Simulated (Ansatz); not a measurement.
# BCl3 (SMILES ClB(Cl)Cl): levels of theory compared

Aim: a comparison of 6 runs (UHF/STO-3G, B3LYP/STO-3G, CAM-B3LYP/STO-3G, UPBE0/STO-3G, MP2/STO-3G, BCCD(T)/STO-3G) of BCl3. 

The calculation is run with Ansatz 0.2.0.

37 further runs of the same task are left out: 4 that didn't finish, 33 set aside as unsound or not needed.

## 1. Starting point

BCl3: 4 atoms, total charge 0, spin state singlet. As SMILES, `ClB(Cl)Cl`. The Cl4–B2 distance was set to 2.606 Å, away from the relaxed value. At this shape a bond of the SMILES string is far longer than usual.

Bond lengths: Cl1–B2 1.737 Å, B2–Cl3 1.737 Å. Angles: Cl1–B2–Cl3 120.0°. A long bond or contact: B2–Cl4 2.606 Å.

## 2. A single-point energy at UHF/STO-3G (run 1)

File input.yaml:

```yaml
crystal:
  periodic: [false, false, false]
  atoms:
    - {symbol: Cl, position_ang: [0.084139, 0.063123, 2.295513]}
    - {symbol: B, position_ang: [0.342059, -0.453317, 0.657163]}
    - {symbol: Cl, position_ang: [1.284069, -1.876377, 0.333173]}
    - {symbol: Cl, position_ang: [-0.684100, 0.906610, -1.314320]}
basis:
  gaussian:
    orbitals: STO-3G
magnetization:
  spin_polarized: true
  initial_magnetization: 0
hamiltonian:
  xc: hf
accuracy: high
```

Started as:

```bash
$ ansatz run input.yaml --threads 1 --pin off --max-ram 3480MiB --events-out events.jsonl --progress --plain --runs-dir runs
```

Output:

```text
Warning: RAYON_NUM_THREADS=1 ignored (pool sized by the plan → 1); use --threads N
Functional definition: HF
  name "HF"
  exchange = exact_x
  correlation = 0
583 factors; integrals over basis functions are off by at most 1.6e-8 eV
mean field evaluation 1: about -37765.5851 eV, gradient 2.2e1 eV
mean field evaluation 2: about -37765.6191 eV, gradient 2.2e1 eV
mean field evaluation 4: about -37771.5558 eV, gradient 1.3e0 eV
mean field evaluation 8: about -37771.5788 eV, gradient 5.1e-2 eV
mean field evaluation 16: about -37771.7984 eV, gradient 1.3e0 eV
mean field evaluation 32: about -37769.9368 eV, gradient 1.5e1 eV
mean field evaluation 64: about -37772.1120 eV, gradient 2.5e-1 eV
mean field evaluation 96: about -37771.7601 eV, gradient 4.0e0 eV
mean field evaluation 128: about -37768.8949 eV, gradient 3.0e0 eV
mean field -37772.11502153 eV, -1388.0996241821 hartree, gradient 1.6e-8 eV, S^2 0.608296; 4 other end points of the search recorded, 0 dependent functions left out
reference -37772.11502153 eV, -1388.0996241821 hartree; 28, 28 occupied and 4, 4 virtual orbitals, 583 factors
Total energy: -37772.11502153 eV, -1388.0996241821 hartree
```

Wall time 0.9 s (1 thread of Arm Neoverse V2, shared host); peak memory 0.091 GiB.

## 3. A single-point energy at B3LYP/STO-3G (run 2)

File in.yaml:

```yaml
crystal:
  periodic: [false, false, false]
  atoms:
    - {symbol: Cl, position_ang: [0.084139, 0.063123, 2.295513]}
    - {symbol: B, position_ang: [0.342059, -0.453317, 0.657163]}
    - {symbol: Cl, position_ang: [1.284069, -1.876377, 0.333173]}
    - {symbol: Cl, position_ang: [-0.684100, 0.906610, -1.314320]}
basis:
  gaussian: {orbitals: STO-3G}
hamiltonian: {xc: {name: B3LYP}}
accuracy: high
```

Started as:

```bash
$ ansatz run in.yaml --threads 1 --pin off --max-ram 3480MiB --events-out events.jsonl --progress --plain --runs-dir runs
```

Output:

```text
Warning: RAYON_NUM_THREADS=1 ignored (pool sized by the plan → 1); use --threads N
Functional definition: B3LYP
  name "B3LYP"
  parameter a0 = 0.2
  parameter ax = 0.72
  parameter ac = 0.81
  exchange = (1 - a0 - ax)*slater_x + ax*b88_x + a0*exact_x
  correlation = (1 - ac)*vwn_rpa_c + ac*lyp_c
583 factors; integrals over basis functions are off by at most 1.6e-8 eV
mean field evaluation 1: about -37820.1120 eV, gradient 3.1e1 eV
mean field evaluation 2: about -37733.6615 eV, gradient 9.8e1 eV
mean field evaluation 4: about -37826.3312 eV, gradient 2.3e0 eV
mean field evaluation 8: about -37826.3293 eV, gradient 1.2e-1 eV
mean field evaluation 16: about -37826.3294 eV, gradient 5.9e-6 eV
mean field -37826.32942458 eV, -1390.0919667463 hartree, gradient 1.4e-8 eV, S^2 0.000000; 0 other end points of the search recorded, 0 dependent functions left out
reference -37826.32945468 eV, -1390.0919678525 hartree; 28, 28 occupied and 4, 4 virtual orbitals, 583 factors
Total energy: -37826.32945468 eV, -1390.0919678525 hartree
```

Run time: 1.6 s. Hardware: 1 thread of Arm Neoverse V2, shared host; peak memory 0.11 GiB.

## 4. The energy at CAM-B3LYP/STO-3G (run 3)

File molecule.yaml:

```yaml
crystal:
  periodic: [false, false, false]
  atoms:
    - {symbol: Cl, position_ang: [0.084139, 0.063123, 2.295513]}
    - {symbol: B, position_ang: [0.342059, -0.453317, 0.657163]}
    - {symbol: Cl, position_ang: [1.284069, -1.876377, 0.333173]}
    - {symbol: Cl, position_ang: [-0.684100, 0.906610, -1.314320]}
basis:
  gaussian:
    orbitals: STO-3G
magnetization:
  spin_polarized: false
accuracy: high
hamiltonian:
  xc: {name: CAM-B3LYP}
```

Started as:

```bash
$ ansatz run molecule.yaml --threads 1 --pin off --max-ram 3480MiB --events-out events.jsonl --progress --plain --runs-dir runs
```

Output:

```text
Warning: RAYON_NUM_THREADS=1 ignored (pool sized by the plan → 1); use --threads N
Functional definition: CAM-B3LYP
  name "CAM-B3LYP"
  parameter alpha = 0.19
  parameter beta = 0.46
  parameter omega = 0.33/bohr
[... 1 set-up line as earlier in the session ...]
  exchange = (1 - alpha - beta)*b88_x + beta*b88_x_sr(omega) + alpha*exact_x + beta*exact_x_lr(omega)
  correlation = (1 - ac)*vwn5_c + ac*lyp_c
583 factors; integrals over basis functions are off by at most 1.6e-8 eV
208 factors; integrals over basis functions are off by at most 1.2e-9 eV
mean field evaluation 1: about -37818.1875 eV, gradient 3.2e1 eV
mean field evaluation 2: about -37755.9246 eV, gradient 1.0e2 eV
mean field evaluation 4: about -37824.8663 eV, gradient 1.4e0 eV
mean field evaluation 8: about -37824.8590 eV, gradient 4.0e-2 eV
mean field evaluation 16: about -37824.8590 eV, gradient 1.6e-6 eV
mean field -37824.85901279 eV, -1390.0379301097 hartree, gradient 1.9e-8 eV, S^2 0.000000; 0 other end points of the search recorded, 0 dependent functions left out
reference -37824.85902743 eV, -1390.0379306477 hartree; 28, 28 occupied and 4, 4 virtual orbitals, 583 factors
Total energy: -37824.85902743 eV, -1390.0379306477 hartree
```

Run time: 1.8 s. Hardware: 1 thread of Arm Neoverse V2, shared host; peak memory 0.12 GiB.

Runs 4 to 5 aren't shown in full; the table further down has their settings and results.

## 5. The energy at BCCD(T)/STO-3G (run 6)

File run.yaml:

```yaml
crystal:
  periodic: [false, false, false]
  atoms:
    - {symbol: Cl, position_ang: [0.084139, 0.063123, 2.295513]}
    - {symbol: B, position_ang: [0.342059, -0.453317, 0.657163]}
    - {symbol: Cl, position_ang: [1.284069, -1.876377, 0.333173]}
    - {symbol: Cl, position_ang: [-0.684100, 0.906610, -1.314320]}
basis:
  gaussian:
    orbitals: STO-3G
correlation:
  method: bccd_t
  frozen_orbitals: {B: 1, Cl: 5}
accuracy: high
scf:
  omitted_lower_state_checks: [cluster_reference, increment]
```

Started as:

```bash
$ ansatz run run.yaml --threads 1 --pin off --max-ram 3480MiB --events-out events.jsonl --progress --plain --runs-dir runs
```

Output (excerpt; [...] marks lines left out):

```text
Warning: RAYON_NUM_THREADS=1 ignored (pool sized by the plan → 1); use --threads N
[... 2 set-up lines as earlier in the session ...]
[...]
583 factors; integrals over basis functions are off by at most 1.6e-8 eV
[...]
mean field -37771.57880256 eV, -1388.0799184985 hartree, gradient 2.8e-8 eV, S^2 0.000000; 0 other end points of the search recorded, 0 dependent functions left out; unrestricted orbitals would lower it
16 core orbitals not correlated: weight in the atoms' cores, before any rotation towards them, 1.000 or more for the frozen orbitals, at most 0.000 for the correlated occupied ones
reference -37771.57880256 eV, -1388.0799184985 hartree; 12, 12 occupied and 4, 4 virtual orbitals, 583 factors
second order -2.29939842 eV of doubles, -0.00000000 eV of singles
cycle   1  -2.49467430 eV  change   -2.0e-1 eV  update   1.2e-1
[...]
cycle  27  -2.87240890 eV  change   1.8e-10 eV  update  4.3e-10
perturbative correction -0.17723824 eV, -0.0065133850 hartree
Total energy: -37774.62844970 eV, -1388.1919909637 hartree
Checks for a lower state left out: cluster_reference, increment
```

Wall time 0.4 s (1 thread of Arm Neoverse V2, shared host).

## 6. All runs side by side

```csv
run,level,frozen core orbitals,energy (Eh),wall time
1,UHF/STO-3G,–,-1388.099624,0.9 s
2,B3LYP/STO-3G,–,-1390.091968,1.6 s
3,CAM-B3LYP/STO-3G,–,-1390.037931,1.8 s
4,UPBE0/STO-3G,–,-1389.671822,2.7 s
5,MP2/STO-3G,16,-1388.164420,0.32 s
6,BCCD(T)/STO-3G,16,-1388.191991,0.4 s
```

## 7. Results

| quantity | value |
| --- | --- |
| run 6: total energy | -1388.19199 Eh |
| run 6: correlation energy (16 core orbitals frozen) | -112.1 mEh |
| run 6: (T) correction | -6.51 mEh |

**Reading.** Below the UHF energy at the same shape and in the same basis (STO-3G): MP2 -64.8 mEh; BCCD(T) -92.4 mEh. Some of these start from another determinant than that one, so these aren't their correlation energies. Totals of different functionals can't be ranked against each other. In runs 5, 6 the log says that unrestricted orbitals would lower the reference, so the values rest on an unstable closed-shell determinant (other closed-shell runs at this shape may share the fault). In runs 1, 2, 3, 4, 5, 6 the basis is minimal, so the values are rough. Spin contamination of the reference: run 1 ⟨S²⟩ = 0.61. Where it is this large, the reference is a mixture of spin states, and values that rest on it are in doubt. All runs together took 7.6 s, the longest 2.7 s.
